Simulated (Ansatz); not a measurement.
# CH4FN3Si: the cost of one run

All numbers below are computed with Ansatz 0.2.0 (RKS PBE/def2-SVP).

## (1) Starting point

Bond lengths: N1–C2 1.303 Å, C2–N3 1.321 Å, C2–Si4 1.722 Å, N3–Si4 1.684 Å, Si4–N5 1.641 Å, Si4–F6 1.666 Å, N1–H7 1.043 Å, N3–H8 0.964 Å, N5–H9 1.071 Å, N5–H10 1.031 Å. Angles (14 of 16 angles, heavy atoms first): N1–C2–N3 140.3°, N1–C2–Si4 154.0°, N3–C2–Si4 65.7°, C2–N3–Si4 68.7°, C2–Si4–N3 45.6°, C2–Si4–N5 126.7°, C2–Si4–F6 115.2°, N3–Si4–N5 96.6°, N3–Si4–F6 99.8°, N5–Si4–F6 105.8°, C2–N1–H7 107.2°, C2–N3–H8 113.6°, Si4–N3–H8 117.6°, Si4–N5–H9 109.0°.

As a file:

```xyz
10

N     0.8448   -1.9936   -1.2192
C     0.3457   -1.0036   -0.5346
N     0.2539   -0.5740    0.7107
Si   -0.4566    0.5106   -0.3635
N     0.1556    1.8751    0.3131
F    -2.0399    0.4214    0.1480
H     0.5999   -1.8309   -2.2203
H    -0.3322   -1.1066    1.2609
H    -0.3612    2.0720    1.2297
H     1.0731    1.5785    0.6780
```

## (2) End point A

Contents of input.yaml:

```yaml
crystal:
  periodic: [false, false, false]
  atoms:
    - { symbol: "N", position_ang: [0.8448, -1.9936, -1.2192] }
    - { symbol: C, position_ang: [0.3457, -1.0036, -0.5346] }
    - { symbol: "N", position_ang: [0.2539, -0.574, 0.7107] }
    - { symbol: Si, position_ang: [-0.4566, 0.5106, -0.3635] }
    - { symbol: "N", position_ang: [0.1556, 1.8751, 0.3131] }
    - { symbol: F, position_ang: [-2.0399, 0.4214, 0.148] }
    - { symbol: H, position_ang: [0.5999, -1.8309, -2.2203] }
    - { symbol: H, position_ang: [-0.3322, -1.1066, 1.2609] }
    - { symbol: H, position_ang: [-0.3612, 2.072, 1.2297] }
    - { symbol: H, position_ang: [1.0731, 1.5785, 0.678] }
basis:
  gaussian: { orbitals: def2-SVP }
hamiltonian:
  xc: pbe
relax:
  f_tol: 0.015
  max_steps: 40
```

On the command line:

```console
ansatz run input.yaml --threads 2 --pin off --max-ram 3072MiB --backend cpu --events-out ev --progress --plain --runs-dir out
```

What time and memory should one allow on 2 threads of Intel Xeon Platinum 8488C (Sapphire Rapids), shared host?

About 28 s, with a peak of 0.17 GiB.
